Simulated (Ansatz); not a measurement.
# NaSe: the cost of one run

Computed with Ansatz 0.2.0, driven from Python. The levels of theory stand in the script.

**1. The system**

It takes space group Fm-3m (No. 225, cubic). Conventional cell: a = 5.987 Å, b = 5.987 Å, c = 5.987 Å, α = 90.00°, β = 90.00°, γ = 90.00°. Na (site symmetry m-3m) has 6 Se at 2.99 Å as nearest neighbours. Se (site symmetry m-3m) has 6 Na at 2.99 Å as nearest neighbours.

No structure file is read: the coordinates are typed or built in the script.

**2. The code**

The input, nase_lattice.py:

```python
# -*- coding: utf-8 -*-
from dataclasses import dataclass

import ansatz
import numpy as np


@dataclass
class RunConfig:
    mesh: tuple[int, ...] = (6, 6, 6)


cfg = RunConfig()

def edges_and_angles(cell):
    cell = np.asarray(cell)
    a, b, c = np.linalg.norm(cell, axis=1)
    cosines = cell[1] @ cell[2] / (b * c), cell[0] @ cell[2] / (a * c), cell[0] @ cell[1] / (a * b)
    return (a, b, c, *np.degrees(np.arccos(cosines)))


def main():
    vectors = np.array([
        [0.0, 2.993261, 2.993261],
        [2.993261, 0.0, 2.993261],
        [2.993261, 2.993261, 0.0],
    ])
    cell = (
        ansatz.Lattice.of(vectors)
        .atom("Na", [0.0, 0.0, 0.0])
        .atom("Se", [0.5, 0.5, 0.5])
    )

    model = (
        cell.calculation()
        .kpoints(*cfg.mesh)
        .occupations(ansatz.OccupationsMethod.COLD)
        .relax(cell=True)
    )

    levels = [("blyp", "d3bj"), ("pbesol", "d3bj"), ("pbesol", "none")]
    print("level            a       b       c    alpha   beta  gamma  V/atom  steps")
    for name, dispersion in levels:
        seen = []
        run = model.functional(name, dispersion=dispersion).session().plan()
        out = run.execute(on_event=lambda e: seen.append(e) if e["event"] == "relax_step" else None)
        cell = out.lattice.cell_ang
        label = name if dispersion == "none" else f"{name}+{dispersion}"
        print("{:13s} {:7.4f} {:7.4f} {:7.4f} {:6.2f} {:6.2f} {:6.2f}".format(label, *edges_and_angles(cell)), f"{abs(np.linalg.det(cell)) / len(out.lattice.sites):7.3f} {len(seen):5d}")


if __name__ == "__main__":
    main()
```

**3. Running it**

Command:

```
$ python nase_lattice.py
```

Q: Estimate wall time and peak memory on 1 thread of Intel Xeon 6975P-C (Granite Rapids), shared host.

About 7.6 s, with a peak of 0.43 GiB.
